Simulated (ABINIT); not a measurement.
Crystal: Ti3Se.

```
CELL_PARAMETERS angstrom
3.19745 0.00000 0.00000
-1.59872 2.76907 0.00000
0.00000 0.00000 7.94275
ATOMIC_POSITIONS crystal
Se 0.00000 0.00000 0.00000
Ti 0.66667 0.33333 0.50000
Ti 0.33333 0.66667 0.77290
Ti 0.33333 0.66667 0.22710
```

The cell comes from a database or a generator and needn't be the stable form of this composition.

Base run:

* Program: ABINIT 10.8.3 (patched build)
* Functional: PBEsol
* Potentials or basis: JTH PAW PBE v2.0
* Cutoff: 408 eV
* k mesh: 10 × 10 × 4
* Occupations: fermi-dirac, width 0.05 eV
* Spin: no spin polarisation

Its results: band gap on the k mesh none (metal or under the smearing width); pressure -4.1 GPa; largest force 0.075 eV/Å.

Problem. The run is repeated on the same cell with these changes: functional from PBEsol to LDA; potentials or basis from JTH PAW PBE v2.0 to JTH PAW LDA v2.0. What comes out?

Solution. Band gap on the k mesh none (metal or under the smearing width); pressure -7.6 GPa; largest force 0.094 eV/Å.

Caveats: the PAW data sets were made with another functional, which shifts forces and pressure a little (some runs).
